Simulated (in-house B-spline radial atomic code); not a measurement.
**Al¹¹⁺: other nuclei and constants**

Thought experiments on Al¹¹⁺: change the model or size of the nucleus and the speed of light, one thing at a time, and follow the levels.

Method: Dirac-Hartree-Fock, average of configuration, Fermi nucleus, basis-set limit. Code: in-house B-spline radial atomic code version 1.

## Step 1: Starting point

```
element       : aluminium (Z = 13)
charge        : +11
electrons     : 2
configuration : 1s2
Hamiltonian   : Dirac-Coulomb
nucleus       : Fermi, rms radius 3.061 fm
```

Settings, as recorded:

```ini
Z = 13
electrons = 2.0
configuration = 1s2
hamiltonian = dirac
method = hf
spin_polarised = False
nucleus = fermi
rms_radius = 3.061
mass_number = 27
atomic_mass = 26.981538408
speed_of_light = 137.035999084
```

From the earlier run of the reference: total energy -161.341677 hartree (electron-nucleus part -331.3258, recoil term 0.003280347). Levels, eight at most:

```
orbital  occupation  energy (eV)  <r> (bohr)
  1s1/2           2     -2087.30      0.1185
```

## Step 2: Gaussian nucleus

Settings, as recorded:

```ini
Z = 13
electrons = 2.0
configuration = 1s2
hamiltonian = dirac
method = hf
spin_polarised = False
nucleus = gauss
rms_radius = 3.061
mass_number = 27
atomic_mass = 26.981538408
speed_of_light = 137.035999084
```

## Step 3: Uniform sphere

Changes to the settings of step 2:

```diff
@@ -6,3 +6,3 @@
 spin_polarised = False
-nucleus = gauss
+nucleus = sphere
 rms_radius = 3.061
```

## Step 4: Nearly point-like nucleus (rms radius 0.01 fm)

Changes to the settings of step 3:

```diff
@@ -6,4 +6,4 @@
 spin_polarised = False
-nucleus = sphere
-rms_radius = 3.061
+nucleus = gauss
+rms_radius = 0.01
 mass_number = 27
```

## Step 5: Rms radius × 0.98

Changes to the settings of step 4:

```diff
@@ -6,4 +6,4 @@
 spin_polarised = False
-nucleus = gauss
-rms_radius = 0.01
+nucleus = fermi
+rms_radius = 2.9998
 mass_number = 27
```

## Step 6: Rms radius × 1.02

Changes to the settings of step 5:

```diff
@@ -7,3 +7,3 @@
 nucleus = fermi
-rms_radius = 2.9998
+rms_radius = 3.1222
 mass_number = 27
```

## Step 7: Speed of light × 0.95

Settings, as recorded:

```ini
Z = 13
electrons = 2.0
configuration = 1s2
hamiltonian = dirac
method = hf
spin_polarised = False
nucleus = fermi
rms_radius = 3.061
mass_number = 27
atomic_mass = 26.981538408
speed_of_light = 130.1841991298
```

By how much, and in which direction, does each change move the total energy and the levels?

As calculated:

All values are changes from the reference run; energy changes under 4e-06 eV count as noise.

| change | Δ total energy (eV) | Δ 1s1/2 level (eV) |
| --- | --- | --- |
| Gaussian nucleus | below noise | below noise |
| uniform sphere | below noise | below noise |
| nearly point-like nucleus (rms radius 0.01 fm) | -0.003523 | below noise |
| rms radius × 0.98 | -0.0001388 | -6.576e-05 |
| rms radius × 1.02 | +0.0001416 | +6.708e-05 |
| speed of light × 0.95 | -1.051 | -0.4879 |

The largest shift, -1.051 eV, belongs to the run "speed of light × 0.95". A radius 2 % larger raises the energy by 0.000142 eV, and one 2 % smaller lowers it by 0.000139 eV. At a fixed rms radius the shape of the nuclear charge matters less than that: at most 9.0e-07 eV.
